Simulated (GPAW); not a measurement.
WAu in GPAW: the effect of target pressure

WAu:

```xyz
2
Lattice="0.0000 2.9092 2.9092 2.9092 0.0000 2.9092 2.9092 2.9092 0.0000" Properties=species:S:1:pos:R:3 pbc="T T T"
W     0.0000    0.0000    0.0000
Au    4.3638    4.3638    4.3638
```

The cell was built by a generator and needn't be a form met in nature.

Alike in all runs:

| Quantity | Value |
| --- | --- |
| Program | GPAW 26.7.0 |
| Task | relaxation of cell and atoms |
| Functional | PBE |
| Potentials or basis | GPAW PAW data sets (gpaw-data 1.2.1) |
| Cutoff | 600 eV |
| Basis | pw |
| k mesh | 8 × 8 × 8 |
| Occupations | fermi-dirac, width 0.05 eV |
| Spin | no spin polarisation |

Each run relaxes the cell or the atoms first.

```csv
target pressure,target pressure,relaxed volume (Å³/atom)
0 GPa,-,?
2 GPa,2 GPa,24.39
5 GPa,5 GPa,23.87
10 GPa,10 GPa,23.16
20 GPa,20 GPa,22.01
30 GPa,30 GPa,21.09
```

Q: What does the run with target pressure 0 GPa give?

A: Relaxed volume 24.76 Å³/atom.

Worked out: In Murnaghan's law V^(-B') rises as a straight line in P. The other rows fit best with B' = 4.2, V0 = 24.74 Å³/atom and B0 = 132 GPa, which gives 24.74 Å³/atom at 0 GPa, against the run's 24.76.

Caveats: with this Au data set, volumes or pressures lay over 1.5 % or 2 GPa off other programs in two to four cells of ten; later steps reuse the first step's grids.
